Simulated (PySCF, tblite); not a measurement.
# C₆H₇NSe: a rotation path, then NMR shifts on frames, part 1 of 2

Aim: move C₆H₇NSe (`C=C(C)c1cc[se]n1`) away from its starting geometry and see how NMR shifts follow the geometry.

Programs: tblite 0.8.0 and PySCF 2.14.0, with density-fitted response routines of our own. Each step states its level of theory. These are calculated values for one molecule in the gas phase, unless marked as measured. Atoms count from 0, in the outputs and in this text.

## Step 1: Starting geometry

15 atoms, charge 0, multiplicity 1; geometry from: GFN2-xTB.

Bonds of the start (Å): C0–C1 1.33, C1–C2 1.50, C1–C3 1.46, C3–C4 1.43, C4–C5 1.36, C5–Se6 1.85, Se6–N7 1.77, N7–C3 1.31, C0–H8 1.08, C0–H9 1.08, C2–H10 1.09, C2–H11 1.09, C2–H12 1.09, C4–H13 1.07, C5–H14 1.07.

## Step 2: A band between two rotamers with GFN2-xTB

The job: settings as JSON, then the geometry in Å.

```
{"job": {"kind": "neb", "xc": "GFN2-xTB", "basis": "xTB", "atoms": [7, 3, 1, 2], "turn": 180}, "charge": 0, "multiplicity": 1}
C     -1.400107    -1.269953     0.536659
C     -0.881573    -0.049112     0.416473
C     -1.679916     1.182448     0.713980
C      0.497865     0.184355    -0.008072
C      1.430786    -0.831457    -0.374167
C      2.641464    -0.324159    -0.723866
Se     2.613183     1.518421    -0.591316
N      0.929258     1.425052    -0.062559
H     -2.419412    -1.408187     0.854902
H     -0.845533    -2.168074     0.331340
H     -2.689363     0.925745     1.023048
H     -1.193872     1.755700     1.500476
H     -1.720303     1.817185    -0.168622
H      1.199968    -1.881304    -0.376380
H      3.513141    -0.868669    -1.036256
```

With the program's defaults for keys left out, this is: GFN2-xTB climbing-image nudged elastic band, gas phase.

Launch:

```bash
$ OMP_NUM_THREADS=1 python probes_run.py task.json out
```

This one command runs all jobs of the session in turn.

Log:

```text
image   E - E0 / eV
  0      -0.0000
  1       0.0072
  2       0.0475
  3       0.1079
  4       0.1346
  5       0.1097
  6       0.0664
  7       0.0350
  8       0.0221
```

Wall time 8.2 s (1 thread, shared host).

The final band, with the dihedral N7–C3–C1–C2:

```
image  dihedral (°)  energy (eV)  energy (kcal/mol)
    0             2        0.000                0.0
    1            23        0.007                0.2
    2            46        0.047                1.1
    3            68        0.108                2.5
    4            92        0.135                3.1
    5           115        0.110                2.5
    6           138        0.066                1.5
    7           160        0.035                0.8
    8           182        0.022                0.5
```

## Step 3: Nuclear shieldings: image 0, PBE0/pcSseg-1

The job: settings as JSON, then the geometry in Å.

```
{"job": {"kind": "nmr", "xc": "PBE0", "basis": "pcSseg-1", "pop": false}, "charge": 0, "multiplicity": 1}
C     -1.400100    -1.270000     0.536700
C     -0.881600    -0.049100     0.416500
C     -1.679900     1.182400     0.714000
C      0.497900     0.184400    -0.008100
C      1.430800    -0.831500    -0.374200
C      2.641500    -0.324200    -0.723900
Se     2.613200     1.518400    -0.591300
N      0.929300     1.425100    -0.062600
H     -2.419400    -1.408200     0.854900
H     -0.845500    -2.168100     0.331300
H     -2.689400     0.925700     1.023000
H     -1.193900     1.755700     1.500500
H     -1.720300     1.817200    -0.168600
H      1.200000    -1.881300    -0.376400
H      3.513100    -0.868700    -1.036300
```

Method: GIAO PBE0/pcSseg-1 NMR shielding, non-relativistic, gas phase.

Log:

```text
coarse grid: 60840 points
cycle   1  E = -2688.1331095131  dE =  3.564e-01  |g| = 8.213e-01  |ddm| = 4.160e+00
cycle   2  E = -2688.0772184982  dE =  5.589e-02  |g| = 8.209e-01  |ddm| = 1.327e+00
cycle   3  E = -2688.1792168782  dE = -1.020e-01  |g| = 2.789e-01  |ddm| = 1.031e+00
cycle   4  E = -2688.1965523640  dE = -1.734e-02  |g| = 1.057e-01  |ddm| = 3.583e-01
cycle   5  E = -2688.1990485737  dE = -2.496e-03  |g| = 2.982e-02  |ddm| = 1.310e-01
cycle   6  E = -2688.1993056206  dE = -2.570e-04  |g| = 9.399e-03  |ddm| = 4.543e-02
cycle   7  E = -2688.1993246289  dE = -1.901e-05  |g| = 3.157e-03  |ddm| = 1.006e-02
cycle   8  E = -2688.1993266277  dE = -1.999e-06  |g| = 1.151e-03  |ddm| = 3.696e-03
final grid: 128920 points
cycle   9  E = -2688.1993455168  dE =  5.874e-07  |g| = 1.972e-03  |ddm| = 4.048e-03
cycle  10  E = -2688.1993430875  dE =  2.429e-06  |g| = 3.714e-03  |ddm| = 5.984e-03
cycle  11  E = -2688.1993464756  dE = -3.388e-06  |g| = 3.460e-04  |ddm| = 3.966e-03
cycle  12  E = -2688.1993465024  dE = -2.685e-08  |g| = 7.241e-05  |ddm| = 3.401e-04
cycle  13  E = -2688.1993465038  dE = -1.367e-09  |g| = 1.332e-05  |ddm| = 9.026e-05
cycle  14  E = -2688.1993465038  dE = -4.684e-11  |g| = 5.659e-06  |ddm| = 1.916e-05
converged SCF energy = -2688.1993465038

GIAO shielding tensors (ppm)
atom      isotropic    diamagn.    paramagn.     s11        s22        s33       span
  0 C       66.048     254.671    -188.623    -36.430     84.290    150.284    186.715
  1 C       36.719     259.395    -222.676    -79.488     35.609    154.037    233.524
  2 C      162.371     244.189     -81.818    149.190    157.262    180.661     31.472
  3 C       12.486     249.824    -237.339    -57.006     -4.608     99.071    156.077
  4 C       60.496     254.026    -193.529    -21.481     53.950    149.020    170.502
  5 C       21.845     257.725    -235.881    -83.191      9.692    139.033    222.224
  6 Se     780.932    2996.886   -2215.954    275.489    913.280   1154.027    878.538
  7 N      -94.348     325.579    -419.928   -358.426   -132.283    207.665    566.091
  8 H       25.890      30.408      -4.518     23.848     23.999     29.821      5.973
  9 H       25.742      33.094      -7.352     22.822     24.059     30.344      7.522
 10 H       29.868      28.772       1.096     25.380     29.053     35.170      9.790
 11 H       28.969      28.594       0.374     24.298     28.606     34.002      9.705
 12 H       29.064      28.836       0.228     24.539     28.571     34.082      9.542
 13 H       23.894      33.295      -9.402     19.674     23.662     28.345      8.671
 14 H       22.831      30.620      -7.789     20.179     21.332     26.983      6.804
```

Run time: 82 s. Hardware: 1 thread, shared host.

Shifts follow as δ = σ(reference) − σ, with reference shieldings (ppm) from runs at the same level and on the same kind of geometry: 1H TMS 31.72, 13C TMS 186.9, 15N NH3 267.7, 77Se Me2Se 1758. The references are single molecules in the gas phase, so shifts against H2O, NH3, PH3, H3PO4 or CFCl3 are not on the usual liquid scales and can be off by tens of ppm. Each atom is listed at this fixed geometry, with no averaging over motion; a spectrum would average atoms that exchange fast.

```
atoms                                           environment  σ (ppm)  δ (ppm)
   C3   substituted aromatic carbon next to a ring nitrogen     12.5    174.4
   C5                 aromatic CH next to the ring selenium     21.8    165.1
   C1                       fully substituted alkene carbon     36.7    150.2
   C4                                           aromatic CH     60.5    126.4
   C0                                  terminal =CH2 carbon     66.0    120.9
   C2                                 allylic methyl carbon    162.4     24.6
  H14  hydrogen on an aromatic CH next to the ring selenium    22.83     8.89
  H13                            hydrogen on an aromatic CH    23.89     7.82
   H9                    hydrogen on a terminal =CH2 carbon    25.74     5.98
   H8                    hydrogen on a terminal =CH2 carbon    25.89     5.83
  H11                  hydrogen on an allylic methyl carbon    28.97     2.75
  H12                  hydrogen on an allylic methyl carbon    29.06     2.65
  H10                  hydrogen on an allylic methyl carbon    29.87     1.85
  Se6         selenium bonded to C, N, in a 5-membered ring      781      977
   N7                    pyridine-type nitrogen of an azole    -94.3    362.1
```

Ring of atoms C3, C4, C5, Se6, N7: NICS(0) -11.4, NICS(1) -10.9, NICS(1)zz -24.9 ppm (means of both faces).

## Step 4: Shielding tensors: image 2, PBE0/pcSseg-1

The job: settings as JSON, then the geometry in Å.

```
{"job": {"kind": "nmr", "xc": "PBE0", "basis": "pcSseg-1", "pop": false}, "charge": 0, "multiplicity": 1}
C     -1.305300    -1.257300     0.901200
C     -0.863800    -0.070000     0.505800
C     -1.732500     1.145500     0.431500
C      0.549000     0.147500     0.160000
C      1.301500    -0.704200    -0.698100
C      2.585600    -0.278100    -0.844800
Se     2.859500     1.254500     0.148200
N      1.165500     1.187000     0.665800
H     -2.332400    -1.402300     1.191700
H     -0.657700    -2.113200     0.981400
H     -2.756200     0.915300     0.711900
H     -1.334900     1.911200     1.093600
H     -1.722300     1.549000    -0.580100
H      0.875300    -1.561900    -1.189800
H      3.364000    -0.715100    -1.442500
```

With the program's defaults for keys left out, this is: GIAO PBE0/pcSseg-1 NMR shielding, non-relativistic, gas phase.

Log:

```text
coarse grid: 60840 points
cycle   1  E = -2688.1300835001  dE =  3.500e-01  |g| = 8.213e-01  |ddm| = 4.031e+00
cycle   2  E = -2688.0739052954  dE =  5.618e-02  |g| = 8.223e-01  |ddm| = 1.219e+00
cycle   3  E = -2688.1755314652  dE = -1.016e-01  |g| = 2.849e-01  |ddm| = 9.712e-01
cycle   4  E = -2688.1935462008  dE = -1.801e-02  |g| = 1.058e-01  |ddm| = 3.404e-01
cycle   5  E = -2688.1960588867  dE = -2.513e-03  |g| = 2.894e-02  |ddm| = 1.202e-01
cycle   6  E = -2688.1962984204  dE = -2.395e-04  |g| = 8.683e-03  |ddm| = 4.136e-02
cycle   7  E = -2688.1963144771  dE = -1.606e-05  |g| = 3.282e-03  |ddm| = 9.783e-03
cycle   8  E = -2688.1963166120  dE = -2.135e-06  |g| = 1.149e-03  |ddm| = 3.490e-03
final grid: 128920 points
cycle   9  E = -2688.1963393645  dE =  6.873e-07  |g| = 2.052e-03  |ddm| = 3.665e-03
cycle  10  E = -2688.1963364314  dE =  2.933e-06  |g| = 4.006e-03  |ddm| = 6.053e-03
cycle  11  E = -2688.1963404242  dE = -3.993e-06  |g| = 3.096e-04  |ddm| = 3.970e-03
cycle  12  E = -2688.1963404459  dE = -2.168e-08  |g| = 6.782e-05  |ddm| = 3.099e-04
cycle  13  E = -2688.1963404470  dE = -1.166e-09  |g| = 1.344e-05  |ddm| = 7.712e-05
cycle  14  E = -2688.1963404471  dE = -4.957e-11  |g| = 5.135e-06  |ddm| = 1.769e-05
converged SCF energy = -2688.1963404471

GIAO shielding tensors (ppm)
atom      isotropic    diamagn.    paramagn.     s11        s22        s33       span
  0 C       66.359     252.755    -186.396    -35.415     82.977    151.516    186.931
  1 C       33.351     258.257    -224.906    -83.434     35.574    147.912    231.346
  2 C      160.311     244.809     -84.498    144.945    151.930    184.059     39.115
  3 C        8.495     252.012    -243.517    -62.189    -13.741    101.415    163.603
  4 C       57.446     252.411    -194.966    -20.586     57.287    135.636    156.222
  5 C       20.697     257.846    -237.148    -87.533      7.543    142.082    229.615
  6 Se     761.091    2997.326   -2236.235    256.324    899.723   1127.225    870.900
  7 N      -93.733     324.700    -418.433   -354.110   -137.457    210.369    564.479
  8 H       26.034      30.435      -4.402     23.398     25.046     29.657      6.259
  9 H       26.317      31.994      -5.677     22.561     25.075     31.314      8.753
 10 H       29.736      28.990       0.746     25.790     28.323     35.094      9.304
 11 H       28.481      28.416       0.065     22.992     28.836     33.614     10.622
 12 H       29.670      28.929       0.741     26.333     28.214     34.463      8.131
 13 H       24.374      32.730      -8.356     21.121     24.300     27.701      6.580
 14 H       22.753      30.609      -7.856     19.846     21.492     26.921      7.075
```

Run time: 79 s. Hardware: 1 thread, shared host.

In short: δ C3 178.4, C5 166.2, C1 153.6, C4 129.5, H14 8.96, H13 7.34 ppm.

(Continued in part 2 of 2.)
